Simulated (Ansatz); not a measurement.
# Cl2H3O3Ta: small, medium and large basis sets

One table from this session's results is given with a row withheld; the runs are named, their logs left out.

The runs use Ansatz 0.2.0, Gaussian basis; one geometry, several basis sets.

Levels to be run: PBE0-D4/def2-SVP; ωB97M-V/def2-SVP; PBE0-D4/def2-QZVPP; ωB97M-V/def2-QZVPP; the functionals' def2-TZVPP values are taken from earlier runs.

### Structure used throughout

All runs share one geometry, relaxed beforehand with PBE0-D4 in a triple-zeta def2 set. Ta takes the def2 core potential; no spin-orbit term is included.

SMILES `[OH][Ta]([OH])([OH])([Cl])[Cl]`, 9 atoms, charge 0, spin multiplicity 1.

Atoms are counted from 1 here; the program's logs count them from 0.

Bond lengths: O1–Ta2 1.895 Å, O1–H7 0.961 Å, Ta2–O3 1.854 Å, Ta2–O4 1.895 Å, Ta2–Cl5 2.405 Å, Ta2–Cl6 2.310 Å, O3–H8 0.954 Å, O4–H9 0.961 Å. Angles: Ta2–O1–H7 120.3°, O1–Ta2–O3 91.8°, O1–Ta2–O4 121.5°, O1–Ta2–Cl5 86.0°, O1–Ta2–Cl6 118.9°, O3–Ta2–O4 91.7°, O3–Ta2–Cl5 175.4°, O3–Ta2–Cl6 94.6°, O4–Ta2–Cl5 85.9°, O4–Ta2–Cl6 119.0°, Cl5–Ta2–Cl6 90.0°, Ta2–O3–H8 178.1°, Ta2–O4–H9 120.2°.

Geometry (Å):

```xyz
9
charge 0, multiplicity 1
O     1.66447   -0.38421    0.56311
Ta   -0.08443    0.19305    0.11657
O    -0.85012   -1.03603    1.27507
O    -1.01895   -0.53360   -1.36370
Cl    0.98252    1.63696   -1.48381
Cl   -0.96113    2.03672    1.19718
H     2.42404   -0.04423    0.08242
H    -1.23838   -1.69081    1.84976
H    -0.82952   -0.22404   -2.25360
```

Set-up of the first run:

in.yaml

```yaml
crystal:
  periodic: [false, false, false]
  atoms:
    - {symbol: O, position_ang: [1.664469, -0.384214, 0.563107]}
    - {symbol: Ta, position_ang: [-0.084426, 0.193047, 0.116566]}
    - {symbol: O, position_ang: [-0.850122, -1.036034, 1.275073]}
    - {symbol: O, position_ang: [-1.018954, -0.533599, -1.363702]}
    - {symbol: Cl, position_ang: [0.982525, 1.636959, -1.483813]}
    - {symbol: Cl, position_ang: [-0.961127, 2.036724, 1.197185]}
    - {symbol: H, position_ang: [2.424037, -0.044230, 0.082419]}
    - {symbol: H, position_ang: [-1.238379, -1.690810, 1.849763]}
    - {symbol: H, position_ang: [-0.829521, -0.224042, -2.253596]}
basis:
  gaussian: {orbitals: def2-SVP}
hamiltonian: {xc: pbe0, dispersion: d4}
output: {orbitals: {seedname: orbitals}}
```

On the command line:

```sh
> ansatz run in.yaml --threads 4 --pin off --events-out ev --progress --plain --max-ram 11315MiB
```

Steps of the session up to this table: PBE0-D4 in def2-SVP; ωB97M-V in def2-SVP; PBE0-D4 in def2-QZVPP; ωB97M-V in def2-QZVPP.

One of the session's tables, all rows but one given; the rest of the session is left out.

It belongs to the step «Functionals by basis». 

```
functional       basis  HOMO (eV)  LUMO (eV)
   PBE0-D4    def2-SVP      -8.46      -2.07
   PBE0-D4  def2-TZVPP      -8.55      -2.09
   PBE0-D4  def2-QZVPP      -8.59      -2.16
   ωB97M-V    def2-SVP     -10.65       0.09
   ωB97M-V  def2-TZVPP          ?          ?
   ωB97M-V  def2-QZVPP     -10.83      -0.07
```

Q: Estimate the row for ωB97M-V, def2-TZVPP from the others.

**Answer.** HOMO (eV): -10.77; LUMO (eV): 0.03. In the column «HOMO (eV)» it lies between ωB97M-V, def2-QZVPP (-10.83) and ωB97M-V, def2-SVP (-10.65).
